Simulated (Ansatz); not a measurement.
Pt, space group P6_3/mmc: an equation of state with a fit, run with Ansatz's Python interface.

`eos_pt.py`:
```python
import warnings

import ansatz as az
import numpy as np
from pymatgen.analysis.eos import EOS

SMEARING = "fermi_dirac"
MIXING_BETA = 0.4
SCF_TOL = 1e-05
MESH = (10, 10, 5)

VECTORS = np.array([
    [2.760666, 0.0, 0.0],
    [-1.380333, 2.390807, 0.0],
    [0.0, 0.0, 4.792134],
])
SITES = [
    ("Pt", (2 / 3, 1 / 3, 0.75)),
    ("Pt", (1 / 3, 2 / 3, 0.25)),
]


def on_lattice(cell):
    crystal = az.Crystal(lattice=az.Lattice.of(cell))
    for symbol, position in SITES:
        crystal = crystal.atom(symbol, position)
    return crystal

warnings.simplefilter("ignore", az.DeckWarning)

volumes, energies, pressures = [], [], []
for scale in np.linspace(0.92, 1.08, 7):
    cell = VECTORS * scale ** (1 / 3)
    model = (
        on_lattice(cell).calculation()
        .functional(az.Functional.R2SCAN)
        .basis(28 * az.Ha, xc_grid=3)
        .occupations(SMEARING, width=100 * az.meV)
        .mixing("broyden", ndim=12, beta=MIXING_BETA)
        .scf(tolerance=SCF_TOL)
        .kpoints(*MESH)
        .stress()
    )
    report = model.run(threads=1, backend="cpu").report
    volumes.append(abs(np.linalg.det(cell)) / len(SITES))
    energies.append(report["free_energy_ev"] / len(SITES))
    pressures.append(np.trace(report["stress_gpa"]) / 3)
    print(f"V = {volumes[-1]:8.4f} A^3/atom  F = {energies[-1]:.5f} eV/atom  P = {pressures[-1]:8.3f} GPa")

for form in ["murnaghan", "pourier_tarantola"]:
    fit = EOS(eos_name=form).fit(volumes, energies)
    print(f"{form:18s} V0 {fit.v0:8.4f} A^3/atom  B0 {fit.b0_GPa:7.1f} GPa  B1 {fit.b1:5.2f}")
```

From its runs, with one value withheld:

| V (Å³/atom) | F less the lowest row shown (meV/atom) |
| --- | --- |
| 14.549 | 46.45 |
| 14.971 | ? |
| 15.393 | 0.00 |
| 15.815 | 7.68 |
| 16.236 | 31.57 |
| 16.658 | 69.00 |
| 17.080 | 117.69 |

What is the missing energy at 14.971 Å³ an atom?

A third-order Birch-Murnaghan fit, E = E0 + (9 V0 B0 / 16) [(t - 1)³ B' + (t - 1)² (6 - 4t)] with t = (V0/V)^(2/3), through the 6 rows shown gives V0 = 15.424 Å³, B0 = 264.8 GPa, B' = 5.51 and E0 = -0.06 meV. At V = 14.971 Å³, t = 1.02006, and the fit interpolates to 11.66 meV. The run gave 11.69 meV, a miss of 0.03 meV.

Notes:
- The settings weren't tested for convergence.
- Shape and fractional positions are held along the curve, so the bulk modulus is an upper value where they are free to relax, by a factor of two or more in layered or hydrogen-bonded cells.
- The mesh is modest for a metal, so energies can be off by several to tens of meV an atom and pressures by half a GPa or more; differences at equal mesh fare better.
- The program warned that this SCF threshold is loose for forces or stresses.
- Pressure is positive in compression.
- Spin-orbit coupling, which matters for elements this heavy, is left out.
- At these settings the cell as given stands under about -6 GPa, so it isn't at this functional's equilibrium volume.
- This isn't the structure that Pt takes at ambient conditions.
- The script silences the warnings on its input, which a real study should read.
- Hardware and time: 14 s on 1 thread of AMD EPYC 9R45 96-Core Processor (Zen 5), on a shared host, peak memory 0.6 GiB.
